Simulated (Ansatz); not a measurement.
**CH₇ClSSi₂: a ladder of functionals and wavefunction methods**

One table from this session's results is given with a row withheld; the runs are named, their logs left out.

Program: Ansatz 0.2.0, Gaussian basis. Level of theory: functionals in def2-TZVPP, the program's frozen cores in correlated methods. These are calculated values, not measurements.

Levels to be run: PBE-D4, r2SCAN-D4, PBE0-D4, B3LYP-D4, ωB97X-V, ωB97M-V, B2PLYP; CCSD(T)/def2-TZVPP; MP2/def2-QZVPP; extrapolation to the limit.

## The relaxed structure

An earlier PBE0-D4 in a triple-zeta def2 set relaxation fixed the geometry.

SMILES `C[SiH](S)[SiH2]Cl`, 12 atoms, charge 0, spin multiplicity 1.

Atoms are counted from 1 here; the program's logs count them from 0.

Bond lengths: C1–Si2 1.868 Å, C1–H6 1.092 Å, C1–H7 1.092 Å, C1–H8 1.093 Å, Si2–S3 2.143 Å, Si2–Si4 2.340 Å, Si2–H9 1.488 Å, S3–H10 1.345 Å, Si4–Cl5 2.074 Å, Si4–H11 1.487 Å, Si4–H12 1.484 Å. Angles: Si2–C1–H6 110.3°, Si2–C1–H7 110.5°, Si2–C1–H8 110.6°, H6–C1–H7 108.4°, H6–C1–H8 108.7°, H7–C1–H8 108.3°, C1–Si2–S3 113.1°, C1–Si2–Si4 110.8°, C1–Si2–H9 111.1°, S3–Si2–Si4 106.6°, S3–Si2–H9 104.4°, Si4–Si2–H9 110.6°, Si2–S3–H10 94.0°, Si2–Si4–Cl5 105.6°, Si2–Si4–H11 114.2°, Si2–Si4–H12 112.9°, Cl5–Si4–H11 106.9°, Cl5–Si4–H12 107.6° and more.

Set-up of the first run:

Contents of in.yaml:

```yaml
crystal:
  periodic: [false, false, false]
  atoms:
    - {symbol: C, position_ang: [-1.095761, 0.785359, 1.180096]}
    - {symbol: Si, position_ang: [0.297466, -0.362488, 0.700986]}
    - {symbol: S, position_ang: [2.233658, 0.533964, 0.903553]}
    - {symbol: Si, position_ang: [0.097431, -1.022927, -1.534491]}
    - {symbol: Cl, position_ang: [0.367036, 0.704248, -2.651394]}
    - {symbol: H, position_ang: [-0.956660, 1.145757, 2.201567]}
    - {symbol: H, position_ang: [-1.126808, 1.648675, 0.511753]}
    - {symbol: H, position_ang: [-2.057595, 0.269052, 1.119055]}
    - {symbol: H, position_ang: [0.344588, -1.550202, 1.596296]}
    - {symbol: H, position_ang: [2.070516, 1.350555, -0.153174]}
    - {symbol: H, position_ang: [-1.239638, -1.565204, -1.893457]}
    - {symbol: H, position_ang: [1.142767, -1.991887, -1.946692]}
basis:
  gaussian: {orbitals: def2-TZVPP}
hamiltonian: {xc: pbe, dispersion: d4}
output: {forces: true, orbitals: {seedname: orbitals}}
```

Run with:

```sh
$ ansatz run in.yaml --threads 4 --pin off --events-out ev --progress --plain --max-ram 10444MiB
```

Steps of the session up to this table: PBE-D4 (GGA); r2SCAN-D4 (meta-GGA); PBE0-D4 (hybrid); B3LYP-D4 (hybrid); ωB97X-V (range-separated); ωB97M-V (range-separated); B2PLYP (double hybrid); CCSD(T) in def2-TZVPP; MP2 in def2-QZVPP.

One table of the session follows, with a row left open; its other results are not shown here.

| method | atomisation energy (eV) |
| --- | --- |
| PBE-D4 | 40.857 |
| r2SCAN-D4 | 40.866 |
| PBE0-D4 | 40.629 |
| B3LYP-D4 | 40.543 |
| ωB97X-V | 41.034 |
| ωB97M-V | 40.874 |
| B2PLYP | 39.984 |
| HF/def2-TZVPP | ? |
| MP2/def2-TZVPP | 39.838 |
| CCSD/def2-TZVPP | 39.096 |
| CCSD(T)/def2-TZVPP | 39.613 |
| MP2/CBS | 40.993 |
| CCSD(T)/CBS | 40.769 |

Q: Estimate the row for HF/def2-TZVPP from the others.

The run gave: atomisation energy (eV): 30.628. In the column «atomisation energy (eV)» it is the lowest.

To keep in mind: Free atoms (1 C, 2 Si, 1 S, 1 Cl, 7 H) were run apart at each level; the atomisation energy is their sum less the molecule, without zero-point or spin-orbit terms.
